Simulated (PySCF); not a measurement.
**The bond of InSb−, level by level**

An exercise on one series of results from a longer session: the logs are not shown, and one member is left open.

The runs use PySCF 2.14.0; In def2-TZVPPD with ECP28, Sb def2-TZVPPD with ECP28, scalar-relativistic core potentials.

4 further runs of the same task are left out: 1 that didn't finish, 3 set aside as unsound or not needed.

The first run:

A driver script around PySCF takes these settings:

```yaml
atoms: In, Sb
charge: -1
basis: In def2-TZVPPD with ECP28, Sb def2-TZVPPD with ECP28
Hamiltonian: scalar-relativistic core potentials
basis_functions: 112
electrons_treated: 45
masses_in_u: 114.9039, 120.9038
levels: PBE0, PBE, r²SCAN, revPBE, LDA, M06-L, BP86, B3LYP, LC-ωPBE, MP2, SCS-MP2
grid: 80 radial by 434 angular points
occupations: held fixed by the projection of orbital angular momentum
dissociation_limit: In + Sb−, each in its ground configuration
starting_distance_in_angstrom: 2.855
values_of_2S_to_try: 1, 3
```

On the command line:

```
OMP_NUM_THREADS=2 python dia.py task.json out
```

Among the steps run: Input; First curve: PBE0; Higher solutions at PBE0; PBE; r²SCAN (meta-GGA); revPBE (GGA); LDA (local density); M06-L (meta-GGA); BP86 (GGA); B3LYP (global hybrid GGA); LC-ωPBE (range-separated hybrid).

One of the session's tables, all rows but one given; the rest of the session is left out.

| level | Re (Å) | ωe (cm⁻¹) | De (eV) | μ (D) |
| --- | --- | --- | --- | --- |
| ROHF-MP2 | 2.706 | 192.2 | 2.60 | n/a |
| ROHF-SCS-MP2 | 2.723 | 188.3 | 2.45 | n/a |
| LDA | 2.715 | 183.1 | 3.26 | -1.02 |
| PBE | 2.778 | 170.9 | 2.71 | -1.22 |
| revPBE | 2.797 | 167.1 | 2.49 | -1.29 |
| BP86 | 2.778 | 170.4 | 2.67 | -1.26 |
| r²SCAN | 2.746 | 179.8 | 2.61 | -1.23 |
| M06-L | ? | ? | ? | ? |
| B3LYP | 2.773 | 174.2 | 2.49 | -1.48 |
| PBE0 | 2.741 | 182.5 | 2.56 | -1.39 |
| LC-ωPBE | 2.679 | 201.6 | 2.28 | -1.62 |

Q: Estimate the row for M06-L from the others.

As computed: Re (Å): 2.790; ωe (cm⁻¹): 171.2; De (eV): 2.79; μ (D): -1.27. In the column «Re (Å)» it lies between BP86 (2.778) and revPBE (2.797).

De is counted to In + Sb− in their ground configurations. A positive dipole points from In to Sb; in an ion it is taken about the centre of mass and does not tell which atom is negative.

Time per point (s) on 2 threads of Arm Neoverse V1, shared host (CPU time, shared integrals of 1.6 s apart; correlated levels include their reference); the times are rough: ROHF-MP2 5.6, ROHF-SCS-MP2 5.6, LDA 2.8, PBE 5.2, revPBE 1.9, BP86 2, r²SCAN 4.4, M06-L 4.2, B3LYP 6.1, PBE0 6.9, LC-ωPBE 12.

To keep in mind: Lowest PBE0 solution found, without spin–orbit coupling: ²Π (doublet), unpaired electrons π ↑. At some levels the lowest empty orbital lies below the highest filled one (the two can be of opposite spin). With spin–orbit coupling the term label itself may not hold. Warnings in the runs' records: inverted.
